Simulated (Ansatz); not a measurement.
# C6H11N2: the cost of one run

Computed with Ansatz 0.2.0 (the levels named in each step, unless a step's input says otherwise).

### Step 1. The starting structure

Bond lengths (14 of 19 bonds, heavy atoms first): C1–C2 1.526 Å, C2–N3 1.448 Å, N3–C4 1.361 Å, C4–C5 1.362 Å, C5–N6 1.362 Å, N6–C7 1.438 Å, N3–C8 1.330 Å, N6–C8 1.330 Å, C1–H9 1.087 Å, C1–H10 1.087 Å, C1–H11 1.086 Å, C2–H12 1.092 Å, C2–H13 1.091 Å, C4–H14 1.071 Å. Angles (14 of 33 angles, heavy atoms first): C1–C2–N3 110.7°, C2–N3–C4 125.8°, C2–N3–C8 126.2°, C4–N3–C8 107.9°, N3–C4–C5 107.3°, C4–C5–N6 107.3°, C5–N6–C7 125.3°, C5–N6–C8 108.0°, C7–N6–C8 126.7°, N3–C8–N6 109.5°, C1–C2–H12 110.3°, C1–C2–H13 110.2°, N3–C2–H12 108.6°, N3–C2–H13 108.1°.

As a file:

```xyz
19

C    -2.7911    0.8410   -0.0303
C    -1.9282    0.0367    0.9374
N    -0.6146   -0.1981    0.3760
C    -0.2640   -1.2473   -0.4162
C     1.0328   -1.0597   -0.7881
N     1.4516    0.1052   -0.2206
C     2.7650    0.6735   -0.3613
C     0.4379    0.6093    0.4764
H    -2.9087    0.3149   -0.9742
H    -2.3519    1.8164   -0.2242
H    -3.7752    0.9891    0.4034
H    -1.8134    0.5761    1.8795
H    -2.3894   -0.9318    1.1388
H    -0.9404   -2.0430   -0.6537
H     1.6710   -1.6636   -1.4003
H     2.9770    0.8677   -1.4134
H     3.5161   -0.0191    0.0202
H     2.8269    1.6072    0.1929
H     0.4654    1.5218    1.0405
```

### Step 2. A rough first relaxation, PBE-D4/def2-SVP

This run stands in another session on the same molecule. It ended at:

```xyz
19

C    -2.8549    0.8357   -0.0261
C    -1.9507    0.0654    0.9300
N    -0.6100   -0.1918    0.3618
C    -0.2632   -1.2599   -0.4458
C     1.0499   -1.0802   -0.8158
N     1.4786    0.0982   -0.2291
C     2.8211    0.6714   -0.3487
C     0.4576    0.6203    0.4783
H    -3.0139    0.2828   -0.9730
H    -2.4388    1.8345   -0.2653
H    -3.8440    0.9850    0.4493
H    -1.7987    0.6107    1.8822
H    -2.3765   -0.9238    1.1889
H    -0.9685   -2.0615   -0.6894
H     1.7072   -1.6963   -1.4383
H     3.0427    0.8829   -1.4121
H     3.5683   -0.0397    0.0522
H     2.8688    1.6124    0.2271
H     0.4917    1.5504    1.0568
```

### Step 3. Relaxation, HF/STO-3G

File input.yaml:

```yaml
crystal:
  periodic: [false, false, false]
  atoms:
    - { symbol: C, position_ang: [-2.85487836, 0.83569663, -0.0261162] }
    - { symbol: C, position_ang: [-1.95069896, 0.06543419, 0.92996048] }
    - { symbol: "N", position_ang: [-0.61001428, -0.19176905, 0.36181522] }
    - { symbol: C, position_ang: [-0.26320083, -1.25992342, -0.44578847] }
    - { symbol: C, position_ang: [1.04991418, -1.0802245, -0.81578475] }
    - { symbol: "N", position_ang: [1.47859287, 0.09821299, -0.2290685] }
    - { symbol: C, position_ang: [2.82114483, 0.67135899, -0.34874478] }
    - { symbol: C, position_ang: [0.45763587, 0.6202797, 0.47827627] }
    - { symbol: H, position_ang: [-3.01388786, 0.28280318, -0.97298755] }
    - { symbol: H, position_ang: [-2.43880945, 1.83452161, -0.26529615] }
    - { symbol: H, position_ang: [-3.84397852, 0.98501941, 0.44926077] }
    - { symbol: H, position_ang: [-1.79870723, 0.61067473, 1.88224149] }
    - { symbol: H, position_ang: [-2.37652255, -0.92376529, 1.18891966] }
    - { symbol: H, position_ang: [-0.96846109, -2.0614639, -0.68942123] }
    - { symbol: H, position_ang: [1.70723463, -1.69633855, -1.43829295] }
    - { symbol: H, position_ang: [3.04267701, 0.88287868, -1.41210561] }
    - { symbol: H, position_ang: [3.56825259, -0.03972996, 0.05220462] }
    - { symbol: H, position_ang: [2.8688308, 1.61238837, 0.22709938] }
    - { symbol: H, position_ang: [0.49174635, 1.5503662, 1.0567683] }
total_charge: 1
basis:
  gaussian: { orbitals: STO-3G }
hamiltonian:
  xc: hf
relax:
  f_tol: 0.004
  max_steps: 150
```

The run is started by

```sh
$ ansatz run input.yaml --threads 4 --pin off --max-ram 10240MiB --backend cpu --events-out ev --progress --plain --runs-dir out
```

What time and memory should one allow on 4 threads of Intel Xeon at 2.70GHz, shared host?

About 18 s, with a peak of 0.13 GiB.
